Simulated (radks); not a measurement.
**Excited configurations of Xe²⁺**

Aim: excitation energies and quantum defects of the outer electron of Xe²⁺, by total-energy differences.

Method: scalar-relativistic Kohn-Sham, PBE, spin-polarised, spherical densities, finite nucleus; open shells are filled with parallel spins first. Code: radks (a radial shooting solver on a logarithmic mesh, Libxc functionals) version 1.

1 further run of the same task is left out (it didn't finish).

**1. Starting point**

```
element            : xenon (Z = 54)
charge             : +2
electrons          : 52
configuration      : [Kr] 4d10 5s2 5p4
nuclear rms radius : 4.7859 fm
```

Outer shells as boxes (Hund's rule):

Xe²⁺
```
[Kr] core
4d [↑↓][↑↓][↑↓][↑↓][↑↓]
5s [↑↓]
5p [↑↓][↑ ][↑ ]
```

**2. Ground configuration: [Kr] 4d10 5s2 5p4**

Input:

```text
Z 54
configuration [Kr] 4d10 5s2 5p4
relativity scalar-relativistic
functional pbe,pbe
spin polarised
nucleus finite rms 4.7859 fm
c 137.035999084
```

**3. The ion: [Kr] 4d10 5s2 5p3**

Input:

```text
Z 54
configuration [Kr] 4d10 5s2 5p3
relativity scalar-relativistic
functional pbe,pbe
spin polarised
nucleus finite rms 4.7859 fm
c 137.035999084
```

**4. Outer electron in 5d: [Kr] 4d10 5s2 5p3 5d1**

Input:

```text
Z 54
configuration [Kr] 4d10 5s2 5p3 5d1
relativity scalar-relativistic
functional pbe,pbe
spin polarised
nucleus finite rms 4.7859 fm
c 137.035999084
```

**5. Outer electron in 5f: [Kr] 4d10 5s2 5p3 5f1**

Input:

```text
Z 54
configuration [Kr] 4d10 5s2 5p3 5f1
relativity scalar-relativistic
functional pbe,pbe
spin polarised
nucleus finite rms 4.7859 fm
c 137.035999084
```

**6. Outer electron in 6s: [Kr] 4d10 5s2 5p3 6s1**

Input:

```text
Z 54
configuration [Kr] 4d10 5s2 5p3 6s1
relativity scalar-relativistic
functional pbe,pbe
spin polarised
nucleus finite rms 4.7859 fm
c 137.035999084
```

**7. Outer electron in 6p: [Kr] 4d10 5s2 5p3 6p1**

Input:

```text
Z 54
configuration [Kr] 4d10 5s2 5p3 6p1
relativity scalar-relativistic
functional pbe,pbe
spin polarised
nucleus finite rms 4.7859 fm
c 137.035999084
```

**8. Outer electron in 6f: [Kr] 4d10 5s2 5p3 6f1**

Input:

```text
Z 54
configuration [Kr] 4d10 5s2 5p3 6f1
relativity scalar-relativistic
functional pbe,pbe
spin polarised
nucleus finite rms 4.7859 fm
c 137.035999084
```

**9. Outer electron in 7s: [Kr] 4d10 5s2 5p3 7s1**

Input:

```text
Z 54
configuration [Kr] 4d10 5s2 5p3 7s1
relativity scalar-relativistic
functional pbe,pbe
spin polarised
nucleus finite rms 4.7859 fm
c 137.035999084
```

**10. Outer electron in 7d: [Kr] 4d10 5s2 5p3 7d1**

Input:

```text
Z 54
configuration [Kr] 4d10 5s2 5p3 7d1
relativity scalar-relativistic
functional pbe,pbe
spin polarised
nucleus finite rms 4.7859 fm
c 137.035999084
```

**11. Outer electron in 7f: [Kr] 4d10 5s2 5p3 7f1**

Input:

```text
Z 54
configuration [Kr] 4d10 5s2 5p3 7f1
relativity scalar-relativistic
functional pbe,pbe
spin polarised
nucleus finite rms 4.7859 fm
c 137.035999084
```

Before running it: what results should come out? Wanted: for each run, outer orbital; excitation; binding; n*; quantum defect; <r>.

**Answer**, as computed:

| outer orbital | excitation (eV) | binding (eV) | n* | quantum defect | <r> (bohr) |
| --- | --- | --- | --- | --- | --- |
| 5d | 13.069 | 17.334 | 2.658 | 2.342 | 2.931 |
| 5f | 23.097 | 7.306 | 4.094 | 0.906 | 6.541 |
| 6s | 14.214 | 16.189 | 2.750 | 3.250 | 3.997 |
| 6p | 17.492 | 12.911 | 3.080 | 2.920 | 4.715 |
| 6f | 25.430 | 4.973 | 4.962 | 1.038 | 10.76 |
| 7s | 21.499 | 8.904 | 3.708 | 3.292 | 7.220 |
| 7d | 24.785 | 5.618 | 4.669 | 2.331 | 10.49 |
| 7f | 26.831 | 3.572 | 5.855 | 1.145 | 15.92 |

What this shows: Binding is E(ion) − E, and n* = 3/√(2·binding) in atomic units. The Δ-SCF energy to the ion that was run is 30.403 eV (NIST's first ionisation energy, to the ion's ground state: 31.05 eV, semi-empirical). Mean quantum defects: d 2.34, f 1.03, s 3.27, p 2.92. They fall with l, since high-l orbitals stay out of the core. Self-interaction in the functional shifts them, so they are the method's values and not measured ones. Open shells are spherical and high-spin; term and fine-structure splittings are not resolved. Spin-orbit splitting is averaged out at the scalar-relativistic level.
